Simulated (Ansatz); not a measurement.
# BBrFH: how energies converge with the basis set

One table from this session's results is given with a row withheld; the runs are named, their logs left out.

Program: Ansatz 0.2.0, Gaussian basis. Level of theory: one geometry, several basis sets. These are calculated values, not measurements.

Plan: PBE0-D4/def2-SVP; ωB97M-V/def2-SVP; PBE0-D4/def2-QZVPP; ωB97M-V/def2-QZVPP; the functionals' def2-TZVPP values are taken from earlier runs.

### The relaxed structure

The geometry comes from an earlier relaxation with PBE0-D4 in a triple-zeta def2 set; it is a stationary point.

SMILES `FBBr`, 4 atoms, charge 0, spin multiplicity 1.

Atoms are counted from 1 here; the program's logs count them from 0.

Bond lengths: F1–B2 1.309 Å, B2–Br3 1.905 Å, B2–H4 1.190 Å. Angles: F1–B2–Br3 119.0°, F1–B2–H4 120.7°, Br3–B2–H4 120.3°.

Set-up of the first run:

in.yaml reads:

```yaml
crystal:
  periodic: [false, false, false]
  atoms:
    - {symbol: F, position_ang: [1.121629, -0.276785, -0.774255]}
    - {symbol: B, position_ang: [0.103177, -0.153364, 0.038134]}
    - {symbol: Br, position_ang: [-1.091989, 1.312165, -0.194371]}
    - {symbol: H, position_ang: [-0.077317, -0.942317, 0.910191]}
basis:
  gaussian: {orbitals: def2-SVP}
hamiltonian: {xc: pbe0, dispersion: d4}
output: {orbitals: {seedname: orbitals}}
```

On the command line:

```bash
$ ansatz run in.yaml --threads 2 --pin off --events-out ev --progress --plain --max-ram 32768MiB --backend cpu
```

Steps of the session up to this table: PBE0-D4 in def2-SVP; ωB97M-V in def2-SVP; PBE0-D4 in def2-QZVPP; ωB97M-V in def2-QZVPP.

One of the session's tables, all rows but one given; the rest of the session is left out.

It belongs to the step «Density functionals: the series». 

```
functional       basis  HOMO (eV)
   PBE0-D4    def2-SVP      -8.65
   PBE0-D4  def2-TZVPP      -8.78
   PBE0-D4  def2-QZVPP      -8.79
   ωB97M-V    def2-SVP          ?
   ωB97M-V  def2-TZVPP     -11.02
   ωB97M-V  def2-QZVPP     -11.03
```

**Question.** Estimate the row for ωB97M-V, def2-SVP.

As computed: HOMO (eV): -10.86. In the column «HOMO (eV)» it lies between ωB97M-V, def2-TZVPP (-11.02) and PBE0-D4, def2-QZVPP (-8.79).
